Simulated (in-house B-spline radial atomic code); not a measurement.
**Mo²⁺: excited configurations**

How much energy does it take to promote electrons of Mo²⁺ to other shells? Each configuration is solved by itself and compared with the reference.

Method: Dirac-Hartree-Fock, average of configuration, Fermi nucleus, basis-set limit. Code: in-house B-spline radial atomic code version 1.

## (1) Starting point

```
element       : molybdenum (Z = 42)
charge        : +2
electrons     : 40
configuration : [Kr] 4d4
Hamiltonian   : Dirac-Coulomb
nucleus       : Fermi, rms radius 4.409 fm
```

Outer shells as boxes (Hund's rule):

[Kr] 4d4
```
[Kr] core
4d [↑ ][↑ ][↑ ][↑ ][  ]
```

The boxes draw the filling by Hund's rule, which heavy ions in jj coupling don't follow; these runs average over all states of the configuration.

The run's settings:

```ini
Z = 42
electrons = 40.0
configuration = [Kr] 4d4
hamiltonian = dirac
method = hf
spin_polarised = False
nucleus = fermi
rms_radius = 4.4091
mass_number = 98
atomic_mass = 97.905403609
speed_of_light = 137.035999084
```

This reference run was done before. Its total energy is -4046.431915 hartree, and its levels are (the highest eight at most):

| orbital | occupation | energy (eV) | <r> (bohr) |
| --- | --- | --- | --- |
| 3p3/2 | 4 | -435.91 | 0.4314 |
| 3d3/2 | 4 | -270.79 | 0.4120 |
| 3d5/2 | 6 | -267.36 | 0.4154 |
| 4s1/2 | 2 | -98.255 | 1.112 |
| 4p1/2 | 2 | -68.607 | 1.215 |
| 4p3/2 | 4 | -65.940 | 1.242 |
| 4d3/2 | 1.6 | -26.354 | 1.707 |
| 4d5/2 | 2.4 | -26.125 | 1.722 |

## (2) Configuration [Ar] 3d9 4s2 4p6 4d4 5f1

The run's settings:

```ini
Z = 42
electrons = 40.0
configuration = [Ar] 3d9 4s2 4p6 4d4 5f1
hamiltonian = dirac
method = hf
spin_polarised = False
nucleus = fermi
rms_radius = 4.4091
mass_number = 98
atomic_mass = 97.905403609
speed_of_light = 137.035999084
```

## (3) Configuration [Ar] 3d9 4s2 4p6 4d4 6f1

The settings differ from step 2 so:

```diff
@@ -2,3 +2,3 @@
 electrons = 40.0
-configuration = [Ar] 3d9 4s2 4p6 4d4 5f1
+configuration = [Ar] 3d9 4s2 4p6 4d4 6f1
 hamiltonian = dirac
```

## (4) Run with [Ar] 3d9 4s2 4p6 4d4 5g1

The settings differ from step 3 so:

```diff
@@ -2,3 +2,3 @@
 electrons = 40.0
-configuration = [Ar] 3d9 4s2 4p6 4d4 6f1
+configuration = [Ar] 3d9 4s2 4p6 4d4 5g1
 hamiltonian = dirac
```

## (5) Configuration [Kr] 4d3 6p1

The settings differ from step 4 so:

```diff
@@ -2,3 +2,3 @@
 electrons = 40.0
-configuration = [Ar] 3d9 4s2 4p6 4d4 5g1
+configuration = [Kr] 4d3 6p1
 hamiltonian = dirac
```

## (6) [Ar] 3d10 4s2 4p5 4d4 8f1

The settings differ from step 5 so:

```diff
@@ -2,3 +2,3 @@
 electrons = 40.0
-configuration = [Kr] 4d3 6p1
+configuration = [Ar] 3d10 4s2 4p5 4d4 8f1
 hamiltonian = dirac
```

## (7) Run with [Ar] 3d10 4s2 4p5 4d4 8s1

The settings differ from step 6 so:

```diff
@@ -2,3 +2,3 @@
 electrons = 40.0
-configuration = [Ar] 3d10 4s2 4p5 4d4 8f1
+configuration = [Ar] 3d10 4s2 4p5 4d4 8s1
 hamiltonian = dirac
```

## (8) Configuration [Ar] 3d10 4s2 4p5 4d4 8p1

The settings differ from step 7 so:

```diff
@@ -2,3 +2,3 @@
 electrons = 40.0
-configuration = [Ar] 3d10 4s2 4p5 4d4 8s1
+configuration = [Ar] 3d10 4s2 4p5 4d4 8p1
 hamiltonian = dirac
```

## (9) [Ar] 3d9 4s2 4p6 4d4 4f1

The settings differ from step 8 so:

```diff
@@ -2,3 +2,3 @@
 electrons = 40.0
-configuration = [Ar] 3d10 4s2 4p5 4d4 8p1
+configuration = [Ar] 3d9 4s2 4p6 4d4 4f1
 hamiltonian = dirac
```

How far above the reference does each configuration lie (order and size, in eV)?

The runs gave:

| net move | configuration | energy above the reference (eV) | with Breit, QED, recoil (eV) | largest <r> (bohr) |
| --- | --- | --- | --- | --- |
| 4d → 6p | [Kr] 4d3 6p1 | 16.606 | 16.619 | 6.91 |
| 4p → 8s | [Ar] 3d10 4s2 4p5 4d4 8s1 | 60.633 | 60.586 | 14.9 |
| 4p → 8p | [Ar] 3d10 4s2 4p5 4d4 8p1 | 61.106 | 61.058 | 16.5 |
| 4p → 8f | [Ar] 3d10 4s2 4p5 4d4 8f1 | 62.799 | 62.751 | 28.9 |
| 3d → 4f | [Ar] 3d9 4s2 4p6 4d4 4f1 | 249.32 | 249.29 | 5.62 |
| 3d → 5f | [Ar] 3d9 4s2 4p6 4d4 5f1 | 252.12 | 252.09 | 9.90 |
| 3d → 5g | [Ar] 3d9 4s2 4p6 4d4 5g1 | 252.29 | 252.26 | 9.15 |
| 3d → 6f | [Ar] 3d9 4s2 4p6 4d4 6f1 | 253.67 | 253.64 | 15.2 |

Quantum defects of the promoted electron, δ = n − ζ/√(−2ε) with ζ = 3 and ε its orbital energy in hartree:

| promotion | δ |
| --- | --- |
| 4d → 6p | 2.237 |
| 4p → 8s | 2.562 |
| 4p → 8p | 2.222 |
| 4p → 8f | 0.125 |
| 3d → 5f | 0.085 |
| 3d → 5g | 0.001 |
| 3d → 6f | 0.101 |

**Reading.** The lowest of them is 4d → 6p at 16.606 eV and the highest 3d → 6f at 253.67 eV. 7 of them lie more than 2 % above the ionisation threshold that Koopmans' theorem gives (26.125 eV), where such states can decay by emitting an electron. Of those tabulated, the defect is largest for 8s (2.56) and least for 5g (0.00): low angular momentum penetrates the core, high angular momentum stays outside it. Two partly filled shells share a symmetry and can mix in the average, which may lower the energy, for: 4p → 8p; 3d → 4f; 3d → 5f; 3d → 5g; 3d → 6f. These are averages over configurations, without correlation, not spectroscopic levels.
